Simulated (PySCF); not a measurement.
# [AuF2]−: other functionals and bases at one geometry

An exercise on one series of results from a longer session: the logs are not shown, and one member is left open.

Method: several levels, as the steps say, no spin–orbit coupling; program: PySCF 2.14.0.

2 further runs of the same task are left out: 2 for a known fault of the program. Runs told in other sessions of the task aren't counted.

## Starting geometry

3 atoms, charge -1, spin multiplicity 1.

Bond lengths: Au1–F2 1.970 Å, Au1–F3 1.970 Å. Angles: F2–Au1–F3 180.0°.

As a file:

```xyz
3
AuF2
Au    0.00000    0.00000    0.00000
F     0.00000    0.00000    1.96971
F     0.00000    0.00000   -1.96971
```

Formal oxidation states: Au +1. An earlier session relaxed this geometry at TPSS, Au def2-SVP with ECP60, F def2-SVP (singlet, point group D∞h).

At TPSS on the finer grid: E = -335.323921 Eh, HOMO 0.08 eV, LUMO 4.45 eV, Mulliken charge on Au1 -0.04 e, largest force component 0.047 eV/Å. The highest filled level lies above zero; it isn't the detachment energy.

Levels to run: CAM-B3LYP; revPBE; r2SCAN; PBE0; TPSS, TZVP; TPSS, x2c-SVP. Hardware: 2 threads of Arm Neoverse V1, shared host.

The first run:

The input, run.py (the lines that set the calculation):

```python
mol = gto.M(atom='''
Au     0.00000     0.00000     0.00000
F      0.00000     0.00000     1.96971
F      0.00000     0.00000    -1.96971''',
    basis={'Au': 'def2-SVP', 'F': 'def2-SVP'},
    ecp={'Au': 'def2-SVP'},
    charge=-1, spin=0)
mf = dft.RKS(mol, xc='CAMB3LYP')
mf.grids.atom_grid = (75, 302)
mf = mf.density_fit()  # fitting sets: Au def2-universal-JKFIT, F def2-universal-JKFIT
mf.conv_tol = 1e-08; mf.max_cycle = 55
mf.kernel(dm0)  # dm0: the density of the relaxed state
```

On the command line:

```console
OMP_NUM_THREADS=2 python run.py
```

Among the steps run: CAM-B3LYP; revPBE; r2SCAN; PBE0; TPSS, TZVP; TPSS, x2c-SVP.

One of the session's tables, all rows but one given; the rest of the session is left out.

| level | HOMO (eV) | gap (eV) | largest force component (eV/Å) |
| --- | --- | --- | --- |
| TPSS (relaxed here) | 0.08 | 4.37 | 0.05 |
| CAM-B3LYP | -3.02 | 9.23 | 0.23 |
| revPBE | ? | ? | ? |
| r2SCAN | -0.22 | 4.75 | 0.13 |
| PBE0 | -1.61 | 6.84 | 0.17 |
| TPSS, TZVP | -0.39 | 4.43 | 0.29 |
| TPSS, x2c-SVP | -0.26 | 4.50 | 0.03 |

**Question.** Estimate the row for revPBE.

As computed: HOMO (eV): 0.22; gap (eV): 4.14; largest force component (eV/Å): 0.38. In the column «HOMO (eV)» it is the highest.

In one basis the HOMO–LUMO gap runs from 4.14 eV (revPBE) to 9.23 eV (CAM-B3LYP). The largest leftover force, 0.38 eV/Å with revPBE, stands at a geometry relaxed at another level. Total energies of different levels can't be compared.
